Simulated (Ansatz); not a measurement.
## FH4SiSn, SMILES [F][SnH][SiH3]: vertical energies of changing the electron count, step by step

Computed with Ansatz's Python interface.

`fh4sisn.xyz`
```text
7

F    -1.71550   -1.64900    1.32570
Sn   -0.30960   -1.47090    0.03620
Si    0.56350    0.88040    0.03230
H    -0.82070   -1.84700   -1.56850
H     1.70110    0.97630   -0.93870
H     1.08970    1.22430    1.39020
H    -0.44730    1.81780   -0.32290
```

The cells in order, each with its output:

**Cell 1**
```python
import ansatz as az


def total_energy(molecule, charge=0, unpaired=0):
    calc = (
        molecule.calculation()
        .basis(gaussian="def2-SVPD")
        .functional("PBE")
    )
    if charge:
        calc = calc.charge(charge)
    if unpaired:
        calc = calc.spin("collinear", total=unpaired)
    return calc.run(threads=1).report["free_energy_ev"]
```

**Cell 2**
```python
geometry = az.Crystal.molecule_from_extxyz("fh4sisn.xyz")
```

**Cell 3**
```python
# total-energy differences at one geometry
parent = total_energy(geometry, 0, 1)
cation = total_energy(geometry, 1, 0)
print(f"E(N)   = {parent:.5f} eV")
print(f"E(N-1) = {cation:.5f} eV  (0 unpaired)")
print(f"vertical ionisation energy {cation - parent:.3f} eV")
anion = total_energy(geometry, -1, 0)
print(f"E(N+1) = {anion:.5f} eV  (0 unpaired)")
print(f"vertical electron affinity {parent - anion:.3f} eV" + ("" if anion < parent else " (unbound in this basis)"))
print(f"fundamental gap IP - EA = {cation + anion - 2 * parent:.3f} eV")
```
Output:
```text
E(N)   = -16479.25896 eV
E(N-1) = -16471.13635 eV  (0 unpaired)
vertical ionisation energy 8.123 eV
E(N+1) = -16480.81182 eV  (0 unpaired)
vertical electron affinity 1.553 eV
fundamental gap IP - EA = 6.570 eV
```

At this unrelaxed geometry removing an electron costs 8.12 eV and adding one releases 1.55 eV.

Reading the output:
- Total energies depend on the basis set; only differences at equal settings carry meaning.
- The geometry is a force-field or estimated start, not a minimum of this method, and the basis set is short of its limit. All parts are taken at fixed geometry, without zero-point energy. At an unrelaxed start these energies can be a whole eV from those at the minimum, and a small affinity can change sign.
- def2 sets replace the cores of elements past krypton by effective core potentials.
- The species is open-shell (spin multiplicity 2).
- Only the spin states typed were run; another state of an ion can lie lower, by up to an eV or two.
- Run time: 5.8 s on 1 thread of Intel(R) Xeon(R) 6975P-C (Granite Rapids) (shared host), peak memory 0.23 GiB.

(Lines on the test bed's own set-up are left out of the output.)
